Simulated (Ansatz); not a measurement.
# SrVO3: the cost of one run

Computed with the Python package of Ansatz 0.2.0. Level of theory: DFT revPBE+D3(BJ), plane waves, PAW.

### 1 Starting point

Symmetry: Pm-3m, No. 221, cubic system. The conventional cell has a = 3.841 Å, b = 3.841 Å, c = 3.841 Å, α = 90.00°, β = 90.00°, γ = 90.00°. Sr (site symmetry m-3m) is surrounded by 12 O at 2.72 Å. V (site symmetry m-3m) has 6 O at 1.92 Å as nearest neighbours. O (site symmetry 4/mmm) is surrounded by 2 V at 1.92 Å and 4 Sr at 2.72 Å.

No structure file is read: the coordinates are typed or built in the script.

### 2 The script

run_edit.py

```python
import ansatz as az

structure = (
    az.Lattice.cubic(3.8409)
    .space_group(221)
    .atom("Sr", [0.5, 0.5, 0.5])
    .atom("V", [0.0, 0.0, 0.0])
    .atom("O", [0.5, 0.0, 0.0])
    .moments(V=2.0)
)

setup = (
    structure.calculation()
    .functional("revpbe", dispersion="D3(BJ)")
    .pseudopotentials("paw")
    .basis(47 * az.Ry)
    .kpoints(8, 8, 8, shift=0.5)
    .occupations("Gaussian", width=0.1)
    .spin(az.SpinTreatment.COLLINEAR)
    .eigensolver("davidson")
    .band_table()
)
typed = setup.input()
rows = []
for value in [0.1, 0.3, 0.6]:
    edited = typed.set(az.key.scf.mixing.beta, value)
    rep = az.Session.from_dict(edited).plan().execute().report
    rows.append((value, rep["free_energy_ev"], rep["n_iterations"], len(rep["eigenvalues_ev"][0]) if "eigenvalues_ev" in rep else 0))
lines = [",".join(["beta", "F eV", "iterations", "bands listed"])] + [",".join(f"{v:.4f}" if isinstance(v, float) else str(v) for v in row) for row in rows]
print("\n".join(lines))
with open("edit.csv", "w") as handle:
    handle.write("\n".join(lines) + "\n")
print(edited.to_yaml())
```

### 3 The run

On the command line:

```sh
python run_edit.py
```

**Question.** How long does this script take on 1 thread of Arm Neoverse V2, shared host, and how much memory does it need?

About 27 s, with a peak of 0.45 GiB.
